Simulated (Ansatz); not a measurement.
# SiGeH2 (triplet): B2PLYP, RPA-PBE over vertical spin and charge gaps, cc-pVTZ

How well do these functionals follow the top wave-function level for SiGeH2 (triplet) over vertical spin and charge gaps?

Computed with Ansatz 0.2.0, Gaussian basis. Level: cc-pVTZ, all electrons in the functionals, frozen cores in the correlation of double hybrids and RPA.

Plan: B2PLYP, RPA-PBE, at charge 0, triplet; charge 0, singlet; charge 0, quintet; charge 1, doublet; charge 1, quartet.

6 further runs of the same task are left out: 6 set aside as unsound or not needed.

### 1 What is computed

The geometry is a PBE0/def2-TZVP stationary point (not a proven minimum). No spin-orbit coupling is included. The filled d shell of Ge may be among the frozen orbitals whatever the setting's name suggests; the logs give the count.

4 atoms, charge 0, spin multiplicity 3.

Atoms are counted from 1 here; the program's logs count them from 0.

Bond lengths: Si1–Ge2 2.341 Å, Si1–H3 1.514 Å, Ge2–H4 1.581 Å. Angles: Ge2–Si1–H3 106.8°, Si1–Ge2–H4 101.4°.

No dispersion term is added.

The geometry shown and the zero of energy belong to the point charge 0, triplet. The yardstick, UCCSDT(Q), and other wave-function levels (R restricted, U unrestricted, valence and pair active spaces) come from earlier runs.

### 2 B2PLYP, charge 0, triplet

The input, in.yaml:

```yaml
crystal:
  periodic: [false, false, false]
  atoms:
    - {symbol: Si, position_ang: [0.000000, -0.139453, 1.671406]}
    - {symbol: Ge, position_ang: [0.000000, 0.056604, -0.661833]}
    - {symbol: H, position_ang: [0.000000, 1.267918, 2.228287]}
    - {symbol: H, position_ang: [0.000000, -1.461483, -1.103914]}
basis:
  gaussian: {orbitals: cc-pVTZ}
magnetization: {spin_polarized: true, initial_magnetization: 2}
hamiltonian: {xc: {name: B2PLYP}}
correlation: {electrons: outside_noble_gas}
```

Launch:

```sh
$ ansatz run in.yaml --threads 2 --pin off --events-out ev --progress --plain --max-ram 24576MiB --backend cuda --devices 0, --max-vram 18GiB
```

What it wrote:

```text
Functional definition: B2PLYP
  name "B2PLYP"
  cite "Grimme, J. Chem. Phys. 124, 034108 (2006) doi:10.1063/1.2148954"
  cite "Becke, Phys. Rev. A 38, 3098 (1988) doi:10.1103/PhysRevA.38.3098"
  cite "Lee, Yang & Parr, Phys. Rev. B 37, 785 (1988) doi:10.1103/PhysRevB.37.785"
  parameter a = 0.53
  parameter c = 0.27
  exchange = (1 - a)*b88_x + a*exact_x
  correlation = (1 - c)*lyp_c + c*(mp2_os + mp2_ss)
647 factors; integrals over basis functions are off by at most 1.2e-3 eV
mean field evaluation 1: about -64410.1071 eV, gradient 6.6e0 eV
mean field evaluation 2: about -64410.1767 eV, gradient 6.6e0 eV
mean field evaluation 4: about -64410.5424 eV, gradient 1.2e0 eV
mean field evaluation 8: about -64410.5561 eV, gradient 7.2e-2 eV
mean field evaluation 16: about -64410.5566 eV, gradient 5.3e-3 eV
mean field evaluation 32: about -64410.5428 eV, gradient 5.4e-1 eV
mean field -64410.55658310 eV, -2367.0442953858 hartree, gradient 9.4e-6 eV, S^2 2.019070; 4 other end points of the search recorded, 0 dependent functions left out
19 core orbitals not correlated: weight in the atoms' cores, before any rotation towards them, 0.999 or more for the frozen orbitals, at most 0.000 for the correlated occupied ones
reference -64410.55671455 eV, -2367.0443002161 hartree; 6, 4 occupied and 80, 82 virtual orbitals, 647 factors
second order -6.53604301 eV of doubles, -0.00000000 eV of singles
Total energy: -64412.32144616 eV, -2367.1091529067 hartree
```

It took 9.5 s on 1 × H100 (card shared with other runs) with 2 threads of AMD EPYC 7R13, shared host; peak host memory 0.77 GiB.

From the report: ⟨S²⟩ of the determinant 2.019 (pure triplet: 2.00).

### 3 B2PLYP, charge 0, singlet

in.yaml, as its differences from that of step 2:

```diff
@@ -9,3 +9,3 @@
   gaussian: {orbitals: cc-pVTZ}
-magnetization: {spin_polarized: true, initial_magnetization: 2}
+magnetization: {spin_polarized: true, initial_magnetization: 0}
 hamiltonian: {xc: {name: B2PLYP}}
```

Launch:

```sh
$ ansatz run in.yaml --threads 1 --pin off --events-out ev --progress --plain --max-ram 4096MiB --backend cpu
```

What it wrote (excerpt; [...] marks lines left out):

```text
Functional definition: B2PLYP
  name "B2PLYP"
  cite "Grimme, J. Chem. Phys. 124, 034108 (2006) doi:10.1063/1.2148954"
  cite "Becke, Phys. Rev. A 38, 3098 (1988) doi:10.1103/PhysRevA.38.3098"
  cite "Lee, Yang & Parr, Phys. Rev. B 37, 785 (1988) doi:10.1103/PhysRevB.37.785"
[...]
647 factors; integrals over basis functions are off by at most 1.2e-3 eV
[...]
mean field -64410.50166830 eV, -2367.0422773037 hartree, gradient 1.2e-6 eV, S^2 1.124305; 9 other end points of the search recorded, 0 dependent functions left out
19 core orbitals not correlated: weight in the atoms' cores, before any rotation towards them, 0.999 or more for the frozen orbitals, at most 0.000 for the correlated occupied ones
reference -64410.50179937 eV, -2367.0422821206 hartree; 5, 5 occupied and 81, 81 virtual orbitals, 647 factors
second order -6.18653091 eV of doubles, -0.00000000 eV of singles
Total energy: -64412.17216271 eV, -2367.1036668413 hartree
```

Wall time 27 s (1 thread of AMD EPYC 7R13, shared host); peak memory 0.28 GiB.

From the report: ⟨S²⟩ of the determinant 1.124 (pure singlet: 0.00). The determinant is far from a pure spin state, so its energy mixes those of several spin states (harmless only where they are near-degenerate, as at dissociation).

From charge 0, triplet: +3.4 kcal/mol.

### 4 B2PLYP, charge 0, quintet

in.yaml, as its differences from that of step 3:

```diff
@@ -9,3 +9,3 @@
   gaussian: {orbitals: cc-pVTZ}
-magnetization: {spin_polarized: true, initial_magnetization: 0}
+magnetization: {spin_polarized: true, initial_magnetization: 4}
 hamiltonian: {xc: {name: B2PLYP}}
```

Launch:

```sh
$ ansatz run in.yaml --threads 2 --pin off --events-out ev --progress --plain --max-ram 24576MiB --backend cuda --devices 0, --max-vram 18GiB
```

What it wrote (excerpt; [...] marks lines left out):

```text
Functional definition: B2PLYP
  name "B2PLYP"
  cite "Grimme, J. Chem. Phys. 124, 034108 (2006) doi:10.1063/1.2148954"
  cite "Becke, Phys. Rev. A 38, 3098 (1988) doi:10.1103/PhysRevA.38.3098"
  cite "Lee, Yang & Parr, Phys. Rev. B 37, 785 (1988) doi:10.1103/PhysRevB.37.785"
[...]
647 factors; integrals over basis functions are off by at most 1.2e-3 eV
[...]
mean field -64407.99274451 eV, -2366.9500760551 hartree, gradient 6.4e-6 eV, S^2 6.006003; 2 other end points of the search recorded, 0 dependent functions left out
19 core orbitals not correlated: weight in the atoms' cores, before any rotation towards them, 0.999 or more for the frozen orbitals, at most 0.000 for the correlated occupied ones
reference -64407.99287737 eV, -2366.9500809379 hartree; 7, 3 occupied and 79, 83 virtual orbitals, 647 factors
second order -5.35786376 eV of doubles, -0.00000000 eV of singles
Total energy: -64409.43950059 eV, -2367.0032433605 hartree
```

Run time: 8 s. Hardware: 1 × H100 (card shared with other runs) with 2 threads of AMD EPYC 7R13, shared host; peak host memory 0.77 GiB.

From the report: ⟨S²⟩ of the determinant 6.006 (pure quintet: 6.00).

From charge 0, triplet: +66.5 kcal/mol.

### 5 B2PLYP, charge 1, doublet

in.yaml, as its differences from that of step 4:

```diff
@@ -9,3 +9,4 @@
   gaussian: {orbitals: cc-pVTZ}
-magnetization: {spin_polarized: true, initial_magnetization: 4}
+total_charge: 1
+magnetization: {spin_polarized: true, initial_magnetization: 1}
 hamiltonian: {xc: {name: B2PLYP}}
```

Same command.

What it wrote (excerpt; [...] marks lines left out):

```text
Functional definition: B2PLYP
  name "B2PLYP"
  cite "Grimme, J. Chem. Phys. 124, 034108 (2006) doi:10.1063/1.2148954"
  cite "Becke, Phys. Rev. A 38, 3098 (1988) doi:10.1103/PhysRevA.38.3098"
  cite "Lee, Yang & Parr, Phys. Rev. B 37, 785 (1988) doi:10.1103/PhysRevB.37.785"
[...]
647 factors; integrals over basis functions are off by at most 1.2e-3 eV
[...]
mean field -64402.60757914 eV, -2366.7521748782 hartree, gradient 2.7e-6 eV, S^2 1.055440; 8 other end points of the search recorded, 0 dependent functions left out
19 core orbitals not correlated: weight in the atoms' cores, before any rotation towards them, 1.000 or more for the frozen orbitals, at most 0.000 for the correlated occupied ones
reference -64402.60771463 eV, -2366.7521798572 hartree; 5, 4 occupied and 81, 82 virtual orbitals, 647 factors
second order -5.97838767 eV of doubles, -0.00000000 eV of singles
Total energy: -64404.22187930 eV, -2366.8114993147 hartree
```

Wall time 17 s (1 × H100 (card shared with other runs) with 2 threads of AMD EPYC 7R13, shared host); peak host memory 0.78 GiB.

From the report: ⟨S²⟩ of the determinant 1.055 (pure doublet: 0.75).

From charge 0, triplet: +186.8 kcal/mol.

### 6 B2PLYP, charge 1, quartet

in.yaml, as its differences from that of step 5:

```diff
@@ -10,3 +10,3 @@
 total_charge: 1
-magnetization: {spin_polarized: true, initial_magnetization: 1}
+magnetization: {spin_polarized: true, initial_magnetization: 3}
 hamiltonian: {xc: {name: B2PLYP}}
```

Launched as before.

What it wrote (excerpt; [...] marks lines left out):

```text
Functional definition: B2PLYP
  name "B2PLYP"
  cite "Grimme, J. Chem. Phys. 124, 034108 (2006) doi:10.1063/1.2148954"
  cite "Becke, Phys. Rev. A 38, 3098 (1988) doi:10.1103/PhysRevA.38.3098"
  cite "Lee, Yang & Parr, Phys. Rev. B 37, 785 (1988) doi:10.1103/PhysRevB.37.785"
[...]
647 factors; integrals over basis functions are off by at most 1.2e-3 eV
[...]
mean field -64401.70778728 eV, -2366.7191081371 hartree, gradient 6.5e-6 eV, S^2 3.755057; 2 other end points of the search recorded, 0 dependent functions left out
19 core orbitals not correlated: weight in the atoms' cores, before any rotation towards them, 0.999 or more for the frozen orbitals, at most 0.000 for the correlated occupied ones
reference -64401.70792573 eV, -2366.7191132251 hartree; 6, 3 occupied and 80, 83 virtual orbitals, 647 factors
second order -5.23356190 eV of doubles, -0.00000000 eV of singles
Total energy: -64403.12098744 eV, -2366.7710422852 hartree
```

Run time: 8.5 s. Hardware: 1 × H100 (card shared with other runs) with 2 threads of AMD EPYC 7R13, shared host; peak host memory 0.77 GiB.

From the report: ⟨S²⟩ of the determinant 3.755 (pure quartet: 3.75).

From charge 0, triplet: +212.2 kcal/mol.

### 7 RPA-PBE, charge 0, triplet

in.yaml, as its differences from that of step 6:

```diff
@@ -9,5 +9,4 @@
   gaussian: {orbitals: cc-pVTZ}
-total_charge: 1
-magnetization: {spin_polarized: true, initial_magnetization: 3}
-hamiltonian: {xc: {name: B2PLYP}}
-correlation: {electrons: outside_noble_gas}
+magnetization: {spin_polarized: true, initial_magnetization: 2}
+hamiltonian: {xc: {name: PBE}}
+correlation: {method: rpa, electrons: outside_noble_gas}
```

The command is unchanged.

What it wrote (excerpt; [...] marks lines left out):

```text
Functional definition: PBE
  name "PBE"
  cite "Perdew, Burke & Ernzerhof, Phys. Rev. Lett. 77, 3865 (1996) doi:10.1103/PhysRevLett.77.3865"
  parent pbe
[...]
647 factors; integrals over basis functions are off by at most 1.2e-3 eV
[...]
mean field -64414.36078341 eV, -2367.1840971684 hartree, gradient 7.6e-6 eV, S^2 2.005150; 1 other end points of the search recorded, 0 dependent functions left out
19 core orbitals not correlated: weight in the atoms' cores, before any rotation towards them, 0.999 or more for the frozen orbitals, at most 0.000 for the correlated occupied ones
reference -64365.56964277 eV, -2365.3910558216 hartree; 6, 4 occupied and 80, 82 virtual orbitals, 647 factors
Total energy: -64376.31452631 eV, -2365.7859230085 hartree
```

Wall time 8.5 s (1 × H100 (card shared with other runs) with 2 threads of AMD EPYC 7R13, shared host); peak host memory 0.84 GiB.

From the report: ⟨S²⟩ of the determinant 2.005 (pure triplet: 2.00).

### 8 RPA-PBE, charge 0, singlet

in.yaml, as its differences from that of step 7:

```diff
@@ -9,3 +9,3 @@
   gaussian: {orbitals: cc-pVTZ}
-magnetization: {spin_polarized: true, initial_magnetization: 2}
+magnetization: {spin_polarized: true, initial_magnetization: 0}
 hamiltonian: {xc: {name: PBE}}
```

Launch:

```sh
$ ansatz run in.yaml --threads 1 --pin off --events-out ev --progress --plain --max-ram 4096MiB --backend cpu
```

What it wrote (excerpt; [...] marks lines left out):

```text
Functional definition: PBE
  name "PBE"
  cite "Perdew, Burke & Ernzerhof, Phys. Rev. Lett. 77, 3865 (1996) doi:10.1103/PhysRevLett.77.3865"
  parent pbe
[...]
647 factors; integrals over basis functions are off by at most 1.2e-3 eV
[...]
mean field -64414.27357163 eV, -2367.1808921944 hartree, gradient 1.7e-6 eV, S^2 0.901630; 15 other end points of the search recorded, 0 dependent functions left out
19 core orbitals not correlated: weight in the atoms' cores, before any rotation towards them, 0.999 or more for the frozen orbitals, at most 0.000 for the correlated occupied ones
reference -64365.23109477 eV, -2365.3786144122 hartree; 5, 5 occupied and 81, 81 virtual orbitals, 647 factors
Total energy: -64376.22016380 eV, -2365.7824552505 hartree
```

It took 23 s on 1 thread of AMD EPYC 7R13, shared host.

From the report: ⟨S²⟩ of the determinant 0.902 (pure singlet: 0.00). The determinant is far from a pure spin state, so its energy mixes those of several spin states (harmless only where they are near-degenerate, as at dissociation).

From charge 0, triplet: +2.2 kcal/mol.

### 9 RPA-PBE, charge 0, quintet

in.yaml, as its differences from that of step 8:

```diff
@@ -9,3 +9,3 @@
   gaussian: {orbitals: cc-pVTZ}
-magnetization: {spin_polarized: true, initial_magnetization: 0}
+magnetization: {spin_polarized: true, initial_magnetization: 4}
 hamiltonian: {xc: {name: PBE}}
```

Launch:

```sh
$ ansatz run in.yaml --threads 2 --pin off --events-out ev --progress --plain --max-ram 24576MiB --backend cuda --devices 0, --max-vram 18GiB
```

What it wrote (excerpt; [...] marks lines left out):

```text
Functional definition: PBE
  name "PBE"
  cite "Perdew, Burke & Ernzerhof, Phys. Rev. Lett. 77, 3865 (1996) doi:10.1103/PhysRevLett.77.3865"
  parent pbe
[...]
647 factors; integrals over basis functions are off by at most 1.2e-3 eV
[...]
mean field -64411.48418907 eV, -2367.0783842762 hartree, gradient 9.8e-7 eV, S^2 6.005001; 2 other end points of the search recorded, 0 dependent functions left out
19 core orbitals not correlated: weight in the atoms' cores, before any rotation towards them, 0.999 or more for the frozen orbitals, at most 0.000 for the correlated occupied ones
reference -64363.91767208 eV, -2365.3303470185 hartree; 7, 3 occupied and 79, 83 virtual orbitals, 647 factors
Total energy: -64373.52365320 eV, -2365.6833603135 hartree
```

Run time: 16 s. Hardware: 1 × H100 (card shared with other runs) with 2 threads of AMD EPYC 7R13, shared host; peak host memory 0.85 GiB.

From the report: ⟨S²⟩ of the determinant 6.005 (pure quintet: 6.00).

From charge 0, triplet: +64.4 kcal/mol.

### 10 RPA-PBE, charge 1, doublet

in.yaml, as its differences from that of step 9:

```diff
@@ -9,3 +9,4 @@
   gaussian: {orbitals: cc-pVTZ}
-magnetization: {spin_polarized: true, initial_magnetization: 4}
+total_charge: 1
+magnetization: {spin_polarized: true, initial_magnetization: 1}
 hamiltonian: {xc: {name: PBE}}
```

Launched as before.

What it wrote (excerpt; [...] marks lines left out):

```text
Functional definition: PBE
  name "PBE"
  cite "Perdew, Burke & Ernzerhof, Phys. Rev. Lett. 77, 3865 (1996) doi:10.1103/PhysRevLett.77.3865"
  parent pbe
[...]
647 factors; integrals over basis functions are off by at most 1.2e-3 eV
[...]
mean field -64406.34940008 eV, -2366.8896842613 hartree, gradient 3.1e-6 eV, S^2 0.755205; 8 other end points of the search recorded, 0 dependent functions left out
19 core orbitals not correlated: weight in the atoms' cores, before any rotation towards them, 0.999 or more for the frozen orbitals, at most 0.000 for the correlated occupied ones
reference -64357.65044171 eV, -2365.1000305506 hartree; 5, 4 occupied and 81, 82 virtual orbitals, 647 factors
Total energy: -64368.15950587 eV, -2365.4862315350 hartree
```

It took 14 s on 1 × H100 (card shared with other runs) with 2 threads of AMD EPYC 7R13, shared host; peak host memory 0.84 GiB.

From the report: ⟨S²⟩ of the determinant 0.755 (pure doublet: 0.75).

From charge 0, triplet: +188.1 kcal/mol.

### 11 RPA-PBE, charge 1, quartet

in.yaml, as its differences from that of step 10:

```diff
@@ -10,3 +10,3 @@
 total_charge: 1
-magnetization: {spin_polarized: true, initial_magnetization: 1}
+magnetization: {spin_polarized: true, initial_magnetization: 3}
 hamiltonian: {xc: {name: PBE}}
```

Launched as before.

What it wrote (excerpt; [...] marks lines left out):

```text
Functional definition: PBE
  name "PBE"
  cite "Perdew, Burke & Ernzerhof, Phys. Rev. Lett. 77, 3865 (1996) doi:10.1103/PhysRevLett.77.3865"
  parent pbe
[...]
647 factors; integrals over basis functions are off by at most 1.2e-3 eV
[...]
mean field -64405.13874791 eV, -2366.8451936147 hartree, gradient 1.9e-6 eV, S^2 3.752990; 4 other end points of the search recorded, 0 dependent functions left out
19 core orbitals not correlated: weight in the atoms' cores, before any rotation towards them, 0.999 or more for the frozen orbitals, at most 0.000 for the correlated occupied ones
reference -64357.54164253 eV, -2365.0960322546 hartree; 6, 3 occupied and 80, 83 virtual orbitals, 647 factors
Total energy: -64366.92238637 eV, -2365.4407682323 hartree
```

Run time: 13 s. Hardware: 1 × H100 (card shared with other runs) with 2 threads of AMD EPYC 7R13, shared host; peak host memory 0.84 GiB.

From the report: ⟨S²⟩ of the determinant 3.753 (pure quartet: 3.75).

From charge 0, triplet: +216.6 kcal/mol.

### 12 Against the wave-function levels

The yardstick is UCCSDT(Q), where the cluster series has nearly closed. It comes from earlier runs at the same points. Energies in kcal/mol, counted from charge 0, triplet; blanks weren't run or aren't comparable.

| level | triplet to singlet | triplet to quintet | ionisation to the doublet cation | ionisation to the quartet cation |
| --- | --- | --- | --- | --- |
| UCCSDT(Q) |  | 62.1 | 183.7 | 211.5 |
| B2PLYP | 3.4 | 66.5 | 186.8 | 212.2 |
| RPA-PBE | 2.2 | 64.4 | 188.1 | 216.6 |

Largest miss and mean time a point (UCCSDT(Q) took 42 s a point; shared hosts):

| level | largest miss (kcal/mol) | where | time a point |
| --- | --- | --- | --- |
| B2PLYP | +4.3 | triplet to quintet | 14 s |
| RPA-PBE | +5.1 | ionisation to the quartet cation | 15 s |

### 13 Summary of results

| quantity | value |
| --- | --- |
| triplet to quintet, UCCSDT(Q) | 62.1 kcal/mol |
| ionisation to the doublet cation, UCCSDT(Q) | 183.7 kcal/mol |
| ionisation to the quartet cation, UCCSDT(Q) | 211.5 kcal/mol |
| largest miss, B2PLYP | +4.3 kcal/mol (triplet to quintet) |
| largest miss, RPA-PBE | +5.1 kcal/mol (ionisation to the quartet cation) |

In words: Misses are known at 3 of 4 points at best, and only functionals with that many are ranked. Of the functionals, B2PLYP keep the smallest largest miss at the points compared (at most 4.3 kcal/mol) and RPA-PBE strays most (5.1 kcal/mol, at ionisation to the quartet cation). B2PLYP, RPA-PBE clearly break the spin symmetry at some points (⟨S²⟩ up to 1.12 above the pure value), so energy there is bought with a mixed spin. Functionals and the yardstick converge differently with the basis, so part of each miss in cc-pVTZ is the basis.
